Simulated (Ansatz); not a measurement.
# C3H8BNSi: geometry optimisation, by script

What geometry does C3H8BNSi take? Aim: a geometry optimisation, for C3H8BNSi, run from a script. SMILES: BC(C)([SiH3])C#N.

Computed with Ansatz 0.2.0, driven from Python. Level of theory: B3LYP/6-31G*.

### 1 The system

Bond lengths: B1–C2 1.547 Å, C2–C3 1.533 Å, C2–Si4 1.891 Å, C2–C5 1.455 Å, C5–N6 1.184 Å, B1–H7 1.177 Å, B1–H8 1.217 Å, C3–H9 1.101 Å, C3–H10 1.079 Å, C3–H11 1.139 Å, Si4–H12 1.470 Å, Si4–H13 1.516 Å, Si4–H14 1.375 Å. Angles (14 of 22 angles, heavy atoms first): B1–C2–C3 110.4°, B1–C2–Si4 109.3°, B1–C2–C5 110.1°, C3–C2–Si4 109.3°, C3–C2–C5 109.9°, Si4–C2–C5 108.0°, C2–C5–N6 179.3°, C2–B1–H7 122.1°, C2–B1–H8 119.5°, C2–C3–H9 110.2°, C2–C3–H10 111.0°, C2–C3–H11 107.8°, C2–Si4–H12 108.2°, C2–Si4–H13 105.2°.

No structure file is read: the coordinates are typed or built in the script.

### 2 Script

Input file run_opt.py:

```python
"""Geometry optimisation of C3H8BNSi."""

import itertools

import ansatz as az
from ase.data import atomic_numbers, covalent_radii
import numpy as np


def main() -> None:
    geometry_ang = [
        ("B", (-1.6268, 0.1186, -0.0906)),
        ("C", (-0.0974, 0.2487, 0.0998)),
        ("C", (0.566, 0.7022, -1.2059)),
        ("Si", (0.6128, -1.4279, 0.611)),
        ("C", (0.1947, 1.2017, 1.1592)),
        ("N", (0.4192, 1.9796, 2.0234)),
        ("H", (-2.3463, -0.1576, 0.7995)),
        ("H", (-2.1283, 0.4384, -1.1528)),
        ("H", (0.2402, 1.7218, -1.4626)),
        ("H", (0.3995, -0.0154, -1.9942)),
        ("H", (1.6893, 0.7619, -1.024)),
        ("H", (0.2672, -2.4088, -0.4275)),
        ("H", (-0.1693, -1.83, 1.8456)),
        ("H", (1.9661, -1.3624, 0.848)),
    ]
    system = az.Crystal.molecule()
    for symbol, xyz in geometry_ang:
        system = system.atom(symbol, xyz)

    setup = (
        system.calculation()
        .basis(gaussian="6-31G*")
        .functional("B3LYP")
    )
    symbols = [site.symbol for site in system.cartesian_sites]
    start = np.array([site.position_ang for site in system.cartesian_sites], dtype=float)
    def progress(event):
        if event["event"] == "relax_step":
            row = event["data"]
            print(f"step {row['step']:3d}  E = {row['lagrangian_ev']:.6f} eV  largest force component {row['allowed_force_max_ev_ang']:.4f} eV/A")


    summary = setup.relax(force_tolerance=0.02).session().plan().execute(on_event=progress).report
    end = np.array(summary["positions_ang"])

    print(f"E = {summary['free_energy_ev']:.6f} eV = {summary['free_energy_ev'] / 27.211386246:.7f} Ha")
    print("converged:", summary["converged"], " doubts:", summary["published_state_doubts"] or "none")

    # pairs closer than 1.2 times the sum of covalent radii, before or after
    radius = [covalent_radii[atomic_numbers[s]] for s in symbols]
    span = lambda where, i, j: np.linalg.norm(where[i] - where[j])
    bonded = [(i, j) for i, j in itertools.combinations(range(len(symbols)), 2) if min(span(start, i, j), span(end, i, j)) < 1.2 * (radius[i] + radius[j])]
    print("pair        before    after (A)")
    for i, j in bonded:
        print(f"{symbols[i]}{i}-{symbols[j]}{j}".ljust(10), f"{span(start, i, j):8.4f} {span(end, i, j):8.4f}")

    charges = summary["charge_distribution"]
    print("dipole moment", round(4.803205 * float(np.linalg.norm(charges["dipole_moment_e_ang"])), 3), "D")
    print("Mulliken:", [(s, round(q, 3)) for s, q in zip(symbols, charges["mulliken_charges_e"])])


if __name__ == "__main__":
    main()
```

### 3 The input behind the calls

The engine receives this input:

```yaml
crystal:
  periodic: [false, false, false]
  atoms:
    - { symbol: B, position_ang: [-1.6268, 0.1186, -0.0906] }
    - { symbol: C, position_ang: [-0.0974, 0.2487, 0.0998] }
    - { symbol: C, position_ang: [0.566, 0.7022, -1.2059] }
    - { symbol: Si, position_ang: [0.6128, -1.4279, 0.611] }
    - { symbol: C, position_ang: [0.1947, 1.2017, 1.1592] }
    - { symbol: "N", position_ang: [0.4192, 1.9796, 2.0234] }
    - { symbol: H, position_ang: [-2.3463, -0.1576, 0.7995] }
    - { symbol: H, position_ang: [-2.1283, 0.4384, -1.1528] }
    - { symbol: H, position_ang: [0.2402, 1.7218, -1.4626] }
    - { symbol: H, position_ang: [0.3995, -0.0154, -1.9942] }
    - { symbol: H, position_ang: [1.6893, 0.7619, -1.024] }
    - { symbol: H, position_ang: [0.2672, -2.4088, -0.4275] }
    - { symbol: H, position_ang: [-0.1693, -1.83, 1.8456] }
    - { symbol: H, position_ang: [1.9661, -1.3624, 0.848] }
basis:
  gaussian:
    orbitals: "6-31G*"
hamiltonian:
  xc: b3lyp
relax:
  f_tol: 0.02
```

### 4 Launch

Launch:

```console
python run_opt.py
```

Without the output at hand: what should come out? Wanted: total energy; dipole moment; moves of the relaxation; energy gained; last largest force component.

As calculated:

```
                    quantity           value
                total energy  -13284.3978 eV
               dipole moment          3.82 D
     moves of the relaxation              10
               energy gained        0.451 eV
last largest force component     0.0097 eV/Å
```

In words: After 10 moves the largest shift is 0.706 Å, of atom 8 (H). Notes:
- The end point is the stationary point reached from this start; no frequency run checks that it is a minimum, and the basis set is modest.
- b3lyp holds the VWN-RPA fit, as in Gaussian; the form of ORCA and Turbomole is b3lyp5.
